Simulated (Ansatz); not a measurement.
# CH4FGeN (SMILES [H]/N=[C](/F)[GeH3]): PBE/6-31G(d) (spherical functions)

What is the vertical ionisation energy of CH4FGeN at PBE/6-31G* (spherical functions)? 

The calculation is run with Ansatz 0.2.0.

128 further runs of the same task are left out: 128 set aside as unsound or not needed. Runs told in other sessions of the task aren't counted.

## Step 1: The structure to begin with

The species is CH4FGeN (8 atoms), meant as a singlet with charge 0. SMILES: `[H]/N=[C](/F)[GeH3]`. The coordinates come from a PBE0-D4/def2-TZVP relaxation.

Bond lengths: N1–C2 1.246 Å, C2–F3 1.346 Å, C2–Ge4 1.978 Å, N1–H5 1.016 Å, Ge4–H6 1.532 Å, Ge4–H7 1.534 Å, Ge4–H8 1.532 Å. Angles: N1–C2–F3 117.4°, N1–C2–Ge4 131.1°, F3–C2–Ge4 111.5°, C2–N1–H5 111.2°, C2–Ge4–H6 108.9°, C2–Ge4–H7 106.6°, C2–Ge4–H8 108.9°, H6–Ge4–H7 111.0°, H6–Ge4–H8 110.4°, H7–Ge4–H8 111.0°.

## Step 2: A single-point energy at PBE/6-31G(d) (spherical functions)

Contents of job.yaml:

```yaml
crystal:
  periodic: [false, false, false]
  atoms:
    - symbol: N
      position_ang: [1.895900, 0.222300, -0.348500]
    - symbol: C
      position_ang: [0.908100, 0.027300, 0.385600]
    - symbol: F
      position_ang: [1.137400, -0.127100, 1.702400]
    - symbol: Ge
      position_ang: [-1.019900, -0.103800, -0.035500]
    - symbol: H
      position_ang: [1.617200, 0.325400, -1.319900]
    - symbol: H
      position_ang: [-1.766200, 1.006900, 0.710300]
    - symbol: H
      position_ang: [-1.149700, 0.071600, -1.553900]
    - symbol: H
      position_ang: [-1.530700, -1.479600, 0.403700]
basis:
  gaussian:
    orbitals: 6-31G_st_-spherical.json
hamiltonian:
  xc: pbe
accuracy: high
output: {orbitals: {seedname: orbitals}}
```

The basis set 6-31G* is read from a file made from the Basis Set Exchange's data (not shown).

Command:

```sh
$ ansatz run job.yaml --threads 1 --pin off --max-ram 3480MiB --events-out events.jsonl --progress --plain --runs-dir runs
```

Standard output:

```text
Warning: RAYON_NUM_THREADS=1 ignored (pool sized by the plan → 1); use --threads N
Functional definition: PBE
  name "PBE"
  parameter kappa = 0.804
  parameter beta = 0.06672455060314922
  exchange = pbe_x(kappa = kappa, mu = beta*pi^2/3)
  correlation = pbe_c(beta = beta)
1829 factors; integrals over basis functions are off by at most 1.6e-8 eV
mean field evaluation 1: about -61798.0239 eV, gradient 5.5e1 eV
mean field evaluation 2: about -61760.7761 eV, gradient 1.3e2 eV
mean field evaluation 4: about -61803.5187 eV, gradient 1.5e1 eV
mean field evaluation 8: about -61803.9889 eV, gradient 3.4e-1 eV
mean field evaluation 16: about -61803.9892 eV, gradient 1.4e-5 eV
mean field -61803.98918352 eV, -2271.2547102457 hartree, gradient 2.5e-8 eV, S^2 0.000000; 0 other end points of the search recorded, 0 dependent functions left out
reference -61803.98918725 eV, -2271.2547103829 hartree; 29, 29 occupied and 53, 53 virtual orbitals, 1829 factors
Total energy: -61803.98918725 eV, -2271.2547103829 hartree
```

Run time: 10 s. Hardware: 1 thread of Arm Neoverse N1, shared host; peak memory 0.2 GiB.

## Step 3: The doublet cation, same level

Contents of run.yaml:

```yaml
crystal:
  periodic: [false, false, false]
  atoms:
    - {symbol: N, position_ang: [1.895900, 0.222300, -0.348500]}
    - {symbol: C, position_ang: [0.908100, 0.027300, 0.385600]}
    - {symbol: F, position_ang: [1.137400, -0.127100, 1.702400]}
    - {symbol: Ge, position_ang: [-1.019900, -0.103800, -0.035500]}
    - {symbol: H, position_ang: [1.617200, 0.325400, -1.319900]}
    - {symbol: H, position_ang: [-1.766200, 1.006900, 0.710300]}
    - {symbol: H, position_ang: [-1.149700, 0.071600, -1.553900]}
    - {symbol: H, position_ang: [-1.530700, -1.479600, 0.403700]}
basis:
  gaussian: {orbitals: 6-31G_st_-spherical.json}
magnetization: {spin_polarized: true, initial_magnetization: 1}
total_charge: 1
accuracy: high
output: {orbitals: {seedname: orbitals}}
hamiltonian: {xc: pbe}
```

The basis set 6-31G* is read from a file made from the Basis Set Exchange's data (not shown).

Command:

```sh
$ ansatz run run.yaml --threads 1 --pin off --max-ram 3480MiB --events-out events.jsonl --progress --plain --runs-dir runs
```

Standard output:

```text
Warning: RAYON_NUM_THREADS=1 ignored (pool sized by the plan → 1); use --threads N
Functional definition: PBE
  name "PBE"
  parameter kappa = 0.804
  parameter beta = 0.06672455060314922
  exchange = pbe_x(kappa = kappa, mu = beta*pi^2/3)
  correlation = pbe_c(beta = beta)
1829 factors; integrals over basis functions are off by at most 1.6e-8 eV
mean field evaluation 1: about -61776.7228 eV, gradient 5.8e1 eV
mean field evaluation 2: about -61521.4411 eV, gradient 2.0e2 eV
mean field evaluation 4: about -61775.5532 eV, gradient 6.6e1 eV
mean field evaluation 8: about -61794.0406 eV, gradient 8.7e-1 eV
mean field evaluation 16: about -61794.0323 eV, gradient 1.3e-3 eV
mean field evaluation 32: about -61790.3603 eV, gradient 1.6e1 eV
mean field -61794.03227389 eV, -2270.8888005659 hartree, gradient 1.6e-8 eV, S^2 0.753229; 7 other end points of the search recorded, 0 dependent functions left out
reference -61794.03227745 eV, -2270.8888006970 hartree; 29, 28 occupied and 53, 54 virtual orbitals, 1829 factors
Total energy: -61794.03227745 eV, -2270.8888006970 hartree
```

It took 24 s on 1 thread of Arm Neoverse N1, shared host; peak memory 0.26 GiB.

## Step 4: Summary of results

Level: PBE/6-31G* (spherical functions).

| quantity | value |
| --- | --- |
| singlet CH4FGeN: total energy | -2271.25471 Eh |
| singlet CH4FGeN: HOMO energy | -6.37 eV |
| singlet CH4FGeN: LUMO energy | -1.21 eV |
| singlet CH4FGeN: HOMO–LUMO gap | 5.15 eV |
| doublet cation: total energy | -2270.88880 Eh |
| doublet cation: HOMO energy (highest over α and β) | -14.21 eV |
| doublet cation: LUMO energy (lowest over α and β) | -13.45 eV |
| doublet cation: ⟨S²⟩ | 0.753 |
| vertical ionisation energy (to the doublet cation) | 9.957 eV |

**Reading.** The vertical ionisation energy comes to 9.96 eV (961 kJ/mol). The negative HOMO energy of the first species, 6.37 eV, lies 3.59 eV below that difference.
